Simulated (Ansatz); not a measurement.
# Ag2PdO2 (Immm): one cell, many starting occupations, part 2 of 3

DFT+U has many self-consistent solutions. How far apart do the states of Ag2PdO2 (Immm) lie when only the starting occupations change? Cell and atoms stay fixed.

Ansatz 0.2.0; DFT LDA+U (U = 7 eV, J = 0.9 eV on Pd d), plane waves, PAW. The steps go on from the part before.

**3. Natural orbitals of the symmetric run, filled by rank**

The input, input.yaml:

```yaml
crystal:
  lattice:
    - [-1.50401966, 2.27761949, 4.94884889]
    - [1.50401966, -2.27761949, 4.94884889]
    - [1.50401966, 2.27761949, -4.94884889]
  atoms:
    - { symbol: Ag, position: [0.35758, 0.35758, 0.0] }
    - { symbol: Ag, position: [0.64242, 0.64242, 0.0] }
    - { symbol: Pd, position: [0.0, 0.0, 0.0], spin: 2.0 }
    - { symbol: O, position: [0.8627, 0.3627, 0.5] }
    - { symbol: O, position: [0.1373, 0.6373, 0.5] }
basis:
  ecutwfc: 420
  ecutrho_ratio: 4
kpoints:
  mp_grid: { grid: [7, 7, 7] }
hamiltonian:
  xc: lda
  hubbard:
    sites:
      - { site: 2, l: d, u: 7.0, j: 0.9, starting_ns: [{ spin: up, occupation_matrix: s2up }, { spin: down, occupation_matrix: s2down }] }
    occupation_matrices:
      s2up:
        matrix:
          - [0.97, 0.0, 0.0, 0.0, 0.0]
          - [0.0, 0.97, 0.0, 0.0, 0.0]
          - [0.0, 0.0, 0.97, 0.0, 0.0]
          - [0.0, 0.0, 0.0, 0.97, 0.0]
          - [0.0, 0.0, 0.0, 0.0, 0.97]
      s2down:
        matrix:
          - [0.79901, 0.0, 0.0, -0.36497, 0.0]
          - [0.0, 0.02, 0.0, 0.0, 0.0]
          - [0.0, 0.0, 0.97, 0.0, 0.0]
          - [-0.36497, 0.0, 0.0, 0.19099, 0.0]
          - [0.0, 0.0, 0.0, 0.0, 0.97]
    ns_hold: { iters: 10 }
scf:
  occupations: { method: gaussian, width: 0.05 }
  lower_state_search: "off"
  max_iter: 150
output:
  forces: true
  stress: true
  eigenvalues: true
  populations: true
  hubbard: { sites: [{ site: 2, l: d }] }
  write_density: true
  write_potential: true
  elf: true
  volumetric_format: npy
magnetization:
  spin_polarized: true
```

The typed matrices put 0.97 on the chosen orbitals and 0.02 on the others, and are held for 10 cycles.

On the command line:

```sh
> ansatz run input.yaml --threads 4 --pin off --max-ram 6144MiB --backend cpu --events-out ev --progress --plain --runs-dir out
```

What it wrote:

```text
Warning: RAYON_NUM_THREADS=4 ignored (pool sized by the plan → 4); use --threads N
Ag: projections on atomic orbitals take those of the free atom [Ar 3d10] 4s2 4p6 4d10 5s1, of charge +0.00 (hamiltonian.pseudopotentials.projection_atoms); the dataset's partial waves leave at most 1.2e-5 of an orbital's norm unspanned inside its sphere
Pd: projections on atomic orbitals take those of the free atom [Ar 3d10] 4s2 4p6 4d10, of charge +0.00 (hamiltonian.pseudopotentials.projection_atoms); the dataset's partial waves leave at most 1.0e-5 of an orbital's norm unspanned inside its sphere
O: projections on atomic orbitals take those of the free atom [He] 2s2 2p4, of charge +0.00 (hamiltonian.pseudopotentials.projection_atoms); the dataset's partial waves leave at most 1.9e-8 of an orbital's norm unspanned inside its sphere
Engine: ansatz 0.2.0, aarch64-unknown-linux-gnu
Pseudopotentials: kind: paw
Pseudopotential: Ag, paw, valence charge 19, recommended cutoff 420 eV (normal), Ag.paw.azcp
Pseudopotential: Pd, paw, valence charge 18, recommended cutoff 420 eV (normal), Pd.paw.azcp
Pseudopotential: O, paw, valence charge 6, recommended cutoff 420 eV (normal), O.paw.azcp
Functional definition: SPW92
  exchange = slater_x
  correlation = pw_c
Crystal: 5 atoms, lattice volume = 67.811 Å³
Basis set: ecut = 420 eV, 1323 PW (Γ)
Bands: 42, of which v1, the nominal top of the filled ones, is band 34 counted from 1 (33 counted from 0)
Symmetry: 8 space group operations
Space group: Immm (ITA 71), of the structure as read, at distance tolerance 4.1e-5 Å
Magnetic group: BNS 71.533 (UNI 631), of the structure as read, at distance tolerance 4.1e-5 Å
k-points: 64 of 343
Non-local potential: Ag, projectors of the file, l = 0: 3, l = 1: 2, l = 2: 2, l = 3: 1
Non-local potential: Pd, projectors of the file, l = 0: 2, l = 1: 2, l = 2: 2, l = 3: 1
Non-local potential: O, projectors of the file, l = 0: 2, l = 1: 2, l = 2: 1
PAW form: soft (Blöchl's): semilocal exchange-correlation on the pseudo side does not see the compensation charge
PAW frozen core: Ag, regenerated for the run's functional, and the local potential with it (the file was generated under x = pbe(κ = 0.804, μ = 0.2195149727645171), c = pbe(β = 0.06672455060314922))
PAW frozen core: Pd, regenerated for the run's functional, and the local potential with it (the file was generated under x = pbe(κ = 0.804, μ = 0.2195149727645171), c = pbe(β = 0.06672455060314922))
PAW frozen core: O, regenerated for the run's functional, and the local potential with it (the file was generated under x = pbe(κ = 0.804, μ = 0.2195149727645171), c = pbe(β = 0.06672455060314922))
PAW one-centre angular grid: Ag, 590 points (default); XC on 64 Gauss nodes
PAW one-centre angular grid: Pd, 590 points (default); XC on 64 Gauss nodes
PAW one-centre angular grid: O, 110 points (default); XC on 64 Gauss nodes
Initial density: superposition of atomic densities (chi_scale 0.1, normalization cell, long waves kept (reshape's long-wave potential 0.06 eV rms))
Starting moments: Σ|m| = 2 μB on 1 of 5 sites
Initial wavefunctions: pseudopotential atomic-orbital guess
Functional: x = slater, c = lda
SCF iter   1: F=—  HF=-22868.075380 eV  |F-HF|=—  |Δ(HF+E_count)|=         —  Δρ=1.03e-1 (↑1.03e-1 ↓6.76e-2)  dr2=2.41e1  dr2_m=1.08e0  M=0.635 μB ∫|m|=1.692 μB  β_m=0.30  ethr=3.10e-3  ⟨swp⟩=5.8  Hψ=18178  notcnv=0  defer=4
preconditioner: auto → Resta (q_TF=auto, 2.730 Å⁻¹)  ε∞=7.4  [insulator: Δε(μ)=0.085 eV  Ē_g=11.810 eV  σ=0.050 eV  W_gap=0.69  n_scr=20 (ndim 8)  ℏωp=29.9 eV  f_vac=0.000  D(μ)=0.94/eV (n_scr^D=6)  ε∞_Penn≈7.4]
spin=Collinear: Resta preconditioning applied to the charge; magnetization (m = ρ↑ − ρ↓) channel mixes plain (no charge-response kernel on spin).
SCF iter   2: F=—  HF=-22864.133675 eV  |F-HF|=—  |Δ(HF+E_count)|=    3.94e0  Δρ=4.87e-2 (↑4.87e-2 ↓4.39e-2)  dr2=6.13e0  dr2_m=4.33e-1  M=0.783 μB ∫|m|=1.777 μB  β_m=0.30  ethr=3.10e-3  ⟨swp⟩=2.9  Hψ=10699  notcnv=0  defer=295
SCF iter   3: F=—  HF=-22862.823436 eV  |F-HF|=—  |Δ(HF+E_count)|=    1.31e0  Δρ=2.80e-2 (↑1.63e-2 ↓2.80e-2)  dr2=4.95e-1  dr2_m=1.76e-1  M=1.017 μB ∫|m|=1.642 μB  β_m=0.30  ethr=3.10e-3  ⟨swp⟩=2.9  Hψ=9944  notcnv=0  defer=320
SCF iter   4: F=—  HF=-22862.693105 eV  |F-HF|=—  |Δ(HF+E_count)|=   1.30e-1  Δρ=1.40e-2 (↑1.21e-2 ↓1.40e-2)  dr2=5.36e-2  dr2_m=9.66e-2  M=0.995 μB ∫|m|=1.604 μB  β_m=0.30  ethr=7.28e-4  ⟨swp⟩=2.1  Hψ=10336  notcnv=0  defer=309
SCF iter   5: F=—  HF=-22862.694152 eV  |F-HF|=—  |Δ(HF+E_count)|=   1.05e-3  Δρ=1.03e-2 (↑1.03e-2 ↓8.57e-3)  dr2=9.87e-3  dr2_m=5.13e-2  M=0.994 μB ∫|m|=1.588 μB  β_m=0.30  ethr=7.88e-5  ⟨swp⟩=2.0  Hψ=8984  notcnv=0  defer=309
SCF iter   6: F=—  HF=-22862.697274 eV  |F-HF|=—  |Δ(HF+E_count)|=   3.12e-3  Δρ=7.03e-3 (↑7.03e-3 ↓5.97e-3)  dr2=1.21e-3  dr2_m=2.59e-2  M=1.009 μB ∫|m|=1.591 μB  β_m=1.00  ethr=1.45e-5  ⟨swp⟩=2.6  Hψ=9195  notcnv=0  defer=309
SCF iter   7: F=—  HF=-22862.702126 eV  |F-HF|=—  |Δ(HF+E_count)|=   4.85e-3  Δρ=5.06e-4 (↑5.06e-4 ↓4.72e-4)  dr2=1.80e-4  dr2_m=7.19e-5  M=1.015 μB ∫|m|=1.594 μB  β_m=1.00  ethr=1.79e-6  ⟨swp⟩=2.0  Hψ=9471  notcnv=0  defer=308
SCF iter   8: F=—  HF=-22862.703332 eV  |F-HF|=—  |Δ(HF+E_count)|=   1.21e-3  Δρ=2.26e-4 (↑2.05e-4 ↓2.26e-4)  dr2=4.47e-5  dr2_m=2.42e-6  M=1.017 μB ∫|m|=1.594 μB  β_m=1.00  ethr=2.65e-7  ⟨swp⟩=2.1  Hψ=9270  notcnv=0  defer=308
SCF iter   9: F=—  HF=-22862.704028 eV  |F-HF|=—  |Δ(HF+E_count)|=   6.96e-4  Δρ=7.74e-5 (↑7.74e-5 ↓7.09e-5)  dr2=8.80e-6  dr2_m=5.71e-7  M=1.018 μB ∫|m|=1.595 μB  β_m=0.30  ethr=6.57e-8  ⟨swp⟩=2.1  Hψ=9037  notcnv=0  defer=308
Mixer restart at iter 9: flushing history
spin-set hold released at iteration 9 (site moments contracting): the magnetisation degrees of freedom join the quasi-Newton model from the next iteration; the mixer history was flushed
[... 17 lines left out ...]
SCF iter  26: F=—  HF=-22864.798293 eV  |F-HF|=—  |Δ(HF+E_count)|=   8.29e-3  Δρ=1.03e-3 (↑7.32e-4 ↓1.03e-3)  dr2=1.81e-3  dr2_m=1.17e-4  M=-0.001 μB ∫|m|=0.006 μB  β_m=0.99  ethr=3.50e-9  ⟨swp⟩=4.2  Hψ=16989  notcnv=0  defer=352
SCF iter  27: F=—  HF=-22864.798315 eV  |F-HF|=—  |Δ(HF+E_count)|=   2.20e-5  Δρ=9.30e-5 (↑9.30e-5 ↓8.72e-5)  dr2=8.27e-6  dr2_m=1.69e-6  M=-0.000 μB ∫|m|=0.001 μB  β_m=1.00  ethr=3.50e-9  ⟨swp⟩=3.1  Hψ=12852  notcnv=0  defer=352
SCF iter  28: F=—  HF=-22864.798317 eV  |F-HF|=—  |Δ(HF+E_count)|=   1.63e-6  Δρ=5.11e-5 (↑4.73e-5 ↓5.11e-5)  dr2=5.23e-6  dr2_m=1.50e-8  M=0.000 μB ∫|m|=0.000 μB  β_m=0.85  ethr=3.50e-9  ⟨swp⟩=2.0  Hψ=9389  notcnv=0  defer=352
iter 29 did not close the SCF: its close was put off for a magnetic moment that had not settled (scf_convergence_deferred on its scf_iter line)
SCF iter  29: F=-22864.798315 eV  HF=-22864.798315 eV  |F-HF|=3.82e-10  |Δ(HF+E_count)|=   1.23e-6  Δρ=7.01e-6 (↑7.01e-6 ↓6.44e-6)  dr2=6.35e-8  dr2_m=6.05e-9  M=0.000 μB ∫|m|=0.000 μB  β_m=0.93  ethr=1.47e-10  ⟨swp⟩=12.2  Hψ=38448  notcnv=0
iter 30 did not close the SCF: its close was put off for a magnetic moment that had not settled (scf_convergence_deferred on its scf_iter line)
SCF iter  30: F=-22864.798315 eV  HF=-22864.798315 eV  |F-HF|=6.78e-9  |Δ(HF+E_count)|=   2.04e-8  Δρ=2.52e-6 (↑2.43e-6 ↓2.52e-6)  dr2=1.41e-8  dr2_m=7.39e-10  M=0.000 μB ∫|m|=0.000 μB  β_m=0.96  ethr=9.34e-11  ⟨swp⟩=4.8  Hψ=27904  notcnv=0
iter 31 did not close the SCF: its close was put off for a magnetic moment that had not settled (scf_convergence_deferred on its scf_iter line)
SCF iter  31: F=-22864.798315 eV  HF=-22864.798315 eV  |F-HF|=1.98e-9  |Δ(HF+E_count)|=  5.35e-10  Δρ=1.25e-6 (↑8.57e-7 ↓1.25e-6)  dr2=2.47e-9  dr2_m=1.70e-10  M=0.000 μB ∫|m|=0.000 μB  β_m=0.93  ethr=2.07e-11  ⟨swp⟩=4.3  Hψ=26939  notcnv=0
SCF iter  32: F=-22864.798315 eV  HF=-22864.798315 eV  |F-HF|=2.18e-11  |Δ(HF+E_count)|=  9.82e-11  Δρ=1.17e-7 (↑1.17e-7 ↓7.70e-8)  dr2=3.49e-11  dr2_m=1.66e-12  M=0.000 μB ∫|m|=0.000 μB  ethr=3.64e-12  ⟨swp⟩=4.0  Hψ=25678  notcnv=0
WARN: the starting moments were not kept: the SCF closed with an absolute magnetisation of 2.8e-6 μB, where they sum to 2 μB in size (1 site). That is at most 0.1 of that sum. Measured as dr2_m measures the in/out step, that magnetisation stands 2.9e-12 eV from none, at or under the dr2_threshold of 1.0e-7 eV: it is no larger than a step whose dr2_m would equal this threshold. The system may hold no moment; this SCF shows only that its start led to no more than that. To try another start: raise the starting moments (crystal.atoms[].spin, magnetization.per_species, magnetization.initial_magnetization, or on a non-collinear deck that types none of these the spinor_matrix: blocks that start its atoms; where the total moment is fixed, keep their sum and leave initial_magnetization as it is; typed ones take the place of any that the run laid by itself, positive ones on a crystal's lanthanoids without a Hubbard term where scf.initial_density.shell_occupations: [] is typed) or, if the notice of its spin-set hold's release reads "site moments contracting" or "site moments show no strong build", lengthen the hold (scf.mixing.spin_hold: { on: { confirm: 4 } }; for m-r²SCAN on two components see the key's manual first). Each may lead to a state that holds a moment. A second SCF, from the converged charge density, with the starting moments and any scf.initial_density.shell_occupations laid on it anew, would have followed, and was not run: the deck does not ask for one (magnetization.retry_lost_moments is false, the default). To let it run, set magnetization.retry_lost_moments: true and run the deck again, where that key's refused combinations let it; where memory then withholds it, that run's warning says so.
SCF 1 converged in 32 iterations: F = -22864.798315 eV  dr2 = 3.49e-11
SCF converged after 32 iterations
Magnetization: 0.0000 μB (34.0000 up, 34.0000 down)
Absolute magnetization: 0.0000 μB (∫|ρ↑−ρ↓|, with the PAW one-centre terms)
Spin contamination: 0.0000 ħ² per cell (⟨S²⟩ above its minimum at these occupations)
Per-site moments (μB) at R_I (Å): [(1.3449060669800982e-7, 0.9397505633904368), (1.3449060669586256e-7, 0.9397505633904368), (-1.1337863522447047e-6, 0.8361478637294997), (5.109280532555548e-7, 0.8361478637294997), (5.109280532355563e-7, 0.8361478637294997)]
Free energy (F): -22864.798315 eV
Harris-Foulkes:  -22864.798315 eV  (|F-HF|=2.18e-11)
Internal energy: -22864.798058 eV  (E = F + TS)
E sigma→0 (E₀):  -22864.798187 eV
Entropy (-TS):   -0.000257 eV (-0.051 meV/atom)
Fermi energy:    13.397941 eV
--- Per-component energies (eV) ---
  E_band       = -779.789205
  E_kinetic    = 1911.264311
  E_local      = -7454.754887  (includes V_loc(G=0)·N_el)
  E_nonlocal   = 502.395866
  E_hartree    = 3189.777750
  E_xc         = -674.951174
  E_vxc        = -860.351533  (∫ρ·V_xc dr)
  E_hubbard    = 2.243999  (on-site DFT+U / exact-exchange correction)
  E_vhub       = -22.515561  (the Hubbard potential's part of the band-sum identity)
  E_paw        = -11460.028589  (= ΣΔE_a)
  E_vpaw       = -1235.388403  (= ΣTr[D̂ρ^β])
  E_aug_tail   = 0.005625  (compensation charges beyond the density's cutoff)
  E_ewald      = -8883.075152
  E_core_change = 2.324192  (= ΣΔE_core)
  E_smearing   = -0.000257  (= −TS)
  E_closure    = -0.000000  (closes the sum)
  Σ components = -22864.798315   (vs F -22864.798315, Δ=0.00e0)
--- DFT+U+J on-site energies (Liechtenstein; fll double counting; per corrected site; eV) ---
  site 2 (l=d): U=7.0000  J=0.9000  Tr N=8.8536  E_int=231.956922  E_dc=229.712924  E_U=2.243999
--- Specified on-site occupations, and those of the state reported ---
  electrons in the specified blocks: 7.8000 specified, 8.8536 found
  site 2 (l=d) ↓: largest change of an orbital's occupation 0.8912; electrons 2.9500 specified, 4.4268 found; spectral distance 1.0269
  site 2 (l=d) ↑: largest change of an orbital's occupation 0.4418; electrons 4.8500 specified, 4.4268 found; spectral distance 0.4480
--- Forces (eV/Å), atoms counted from 1 ---
  atom   1  Ag     0.00000000     0.00000000     0.07309171
  atom   2  Ag     0.00000000     0.00000000    -0.07309171
  atom   3  Pd     0.00000000     0.00000000     0.00000000
  atom   4  O      0.00000000     0.00000000    -0.37943625
  atom   5  O      0.00000000     0.00000000     0.37943625
  max |Σ_I F_I| component: 5.55e-17 eV/Å
--- Stress (GPa, compression-positive) ---
       -4.495069       0.000000       0.000000
        0.000000     -11.263554       0.000000
        0.000000       0.000000      -3.717589
  P = ⅓ Tr σ = -6.4921 GPa (-64.921 kbar)
--- Band table (eV; the first three rows and the last of 128) ---
  k-point 0 ↑: bands = ["-77.0362", "-77.0310", "-70.3066", "-40.6335", "-40.6053", "-40.6028", "-40.5955", "-40.5919", "-40.5670", "-36.3399", "-36.3108", "-35.6405", "-5.1767", "-4.1617", "5.2828", "7.1379", "7.3807", "8.1115", "8.8730", "9.0074", "9.2572", "9.5178", "10.0188", "10.1518", "10.2073", "10.3690", "10.7764", "10.9095", "10.9232", "10.9378", "10.9394", "11.3285", "11.6925", "12.0087", "13.2618", "15.6877", "17.3817", "19.6856", "20.5682", "22.4578", "23.5630", "23.8239"]
  k-point 1 ↑: bands = ["-77.0357", "-77.0313", "-70.3043", "-40.6317", "-40.6158", "-40.6128", "-40.5934", "-40.5919", "-40.5667", "-36.3605", "-36.3079", "-35.6393", "-4.9972", "-4.2159", "5.6253", "7.1157", "7.4038", "7.7219", "8.4017", "9.0518", "9.3916", "9.6354", "9.7512", "9.9284", "9.9545", "10.4946", "10.6919", "10.6937", "10.8205", "10.9757", "11.4997", "11.6619", "11.7486", "12.3432", "14.1294", "15.3102", "17.7903", "18.9804", "21.3190", "22.0352", "23.9915", "24.4881"]
  k-point 2 ↑: bands = ["-77.0359", "-77.0306", "-70.3008", "-40.6396", "-40.6356", "-40.6279", "-40.5915", "-40.5892", "-40.5660", "-36.4049", "-36.3012", "-35.6361", "-4.5739", "-4.3360", "6.3032", "6.7542", "7.2283", "7.5778", "7.8117", "8.8952", "9.2039", "9.4542", "9.5718", "9.9198", "10.2155", "10.3059", "10.5659", "10.8258", "10.9752", "10.9885", "11.8251", "12.0011", "12.4781", "12.6445", "15.1053", "15.3201", "18.7207", "19.4322", "21.3316", "21.7923", "22.3837", "23.3187"]
  k-point 63 ↓: bands = ["-77.0365", "-77.0312", "-70.3043", "-40.6255", "-40.6176", "-40.6108", "-40.5980", "-40.5871", "-40.5716", "-36.3605", "-36.3079", "-35.6392", "-4.8858", "-4.3837", "5.9312", "7.2592", "7.5048", "7.9213", "8.3727", "8.7554", "9.3913", "9.5116", "9.7862", "9.9926", "10.1789", "10.5020", "10.5354", "10.6264", "11.0636", "11.1055", "11.2273", "11.4236", "11.6836", "11.8596", "14.2138", "15.3492", "16.5216", "20.3184", "21.1095", "24.3654", "24.7801", "25.1271"]
Occupation matrices written to <dir>
--- Löwdin populations: 5 sites ---
  site symbol       q [e]    m [muB]
     0     Ag     18.4744     0.0000
     1     Ag     18.4744     0.0000
     2     Pd     16.8509    -0.0000
     3      O      6.8874     0.0000
     4      O      6.8874     0.0000
  spilling = 0.006259 (of n_electrons = 68.000000)
--- Occupation matrices: 1 shell (run DFT+U table (all-electron-ortho-atomic); ε = 9.95e-5) ---
  Pd2 d_4D: site group D2h (mmm)
  Pd2 d_4D up     Tr n = 4.4268  λ = 0.528 0.911 0.994 0.996 0.997  [xz 1.00 B2g(1.00) | x2-y2 0.82 Ag(1.00) | z2 0.82 Ag(1.00) | xy 1.00 B1g(1.00) | yz 1.00 B3g(1.00)]
  Pd2 d_4D dn     Tr n = 4.4268  λ = 0.528 0.911 0.994 0.996 0.997  [xz 1.00 B2g(1.00) | x2-y2 0.82 Ag(1.00) | z2 0.82 Ag(1.00) | xy 1.00 B1g(1.00) | yz 1.00 B3g(1.00)]
  specified occupation → Pd2 d_4D up: matrix, ‖Δ‖_F = 0.4480, Tr Δ = +0.4232, displaced = 0.2891, d_λ = 0.4480; orbital distance = 0.0000
  specified occupation → Pd2 d_4D dn: matrix, ‖Δ‖_F = 1.0269, Tr Δ = -1.4768, displaced = 0.7384, d_λ = 1.0269; orbital distance = 0.0017
  Tr n, λ and their labels are of the run-group-symmetrised matrices; stabiliser: 16 of 16 elements of G0×{1,Θ} (closed), max defect 1.5e-6 at τ = 2.1e-5
```

It took 22 s on 4 threads of Arm Neoverse V2, shared host; peak memory 0.67 GiB.

End state: no gap, pressure -6.5 GPa, no moment over 0.05 μB in any sphere, largest force component 0.38 eV/Å, 8 symmetry operations imposed. The program reports that the typed filling wasn't kept.

How the shells are filled (orbitals counted by the eigenvalues of the occupation matrices):

```tsv
shell	channel	electrons	over 0.8	0.2 to 0.8	under 0.2
Pd 4d (atom 3)	up	4.43	4	1	0
Pd 4d (atom 3)	down	4.43	4	1	0
```

Axes a, b and c in the maps are those of this run's conventional cell (a, b, c = 3.008, 4.555, 9.898 Å).

Density in a lattice plane of the grid's cell (edges 3.01 and 9.90 Å, at 0.000 of the third edge), which holds Ag and Pd and O.

Ten even steps from ' ' (0.07 e/Å³) to '@' (19.65 e/Å³):
```
==::          ::
      ..::..    
      ::--::    
                
                
--..          ..
@@**..      ..**
++--          --
                
                
                
++--          --
@@**..      ..**
--..          ..
                
                
      ::--::    
      ..::..    
==::          ::
##++..      ..++
```
Columns run along the first of these edges and rows up along the second, over one cell in 8 and 20 even steps from the bottom left corner. Atoms in the plane (fractional): Ag at (0.00, 0.36), Ag at (0.00, 0.64), Pd at (0.00, 0.00), O at (0.50, 0.86), O at (0.50, 0.14).

ELF in the same plane.

Values, 12 rows by 6 columns:
```
0.51 0.20 0.68 0.75 0.68 0.20
0.05 0.32 0.80 0.63 0.80 0.32
0.23 0.14 0.12 0.29 0.12 0.14
0.78 0.58 0.27 0.10 0.27 0.58
0.56 0.45 0.21 0.11 0.21 0.45
0.15 0.14 0.11 0.09 0.11 0.14
0.56 0.45 0.21 0.11 0.21 0.45
0.78 0.58 0.27 0.10 0.27 0.58
0.23 0.14 0.12 0.29 0.12 0.14
0.05 0.32 0.80 0.63 0.80 0.32
0.51 0.20 0.68 0.75 0.68 0.20
0.22 0.58 0.27 0.08 0.27 0.58
```
Columns run along the first of these edges and rows up along the second, over one cell in 6 and 12 even steps from the bottom left corner. Atoms in the plane (fractional): Ag at (0.00, 0.36), Ag at (0.00, 0.64), Pd at (0.00, 0.00), O at (0.50, 0.86), O at (0.50, 0.14).

Both are smooth fields of the valence electrons: close to the nuclei they are not physical.

The highest ELF values outside the cores: 0.85 in the shell around O, 0.6 Å from O; 0.85 beside O, off the lines to its neighbours, 0.6 Å from O.

[end of part 2 of 3]
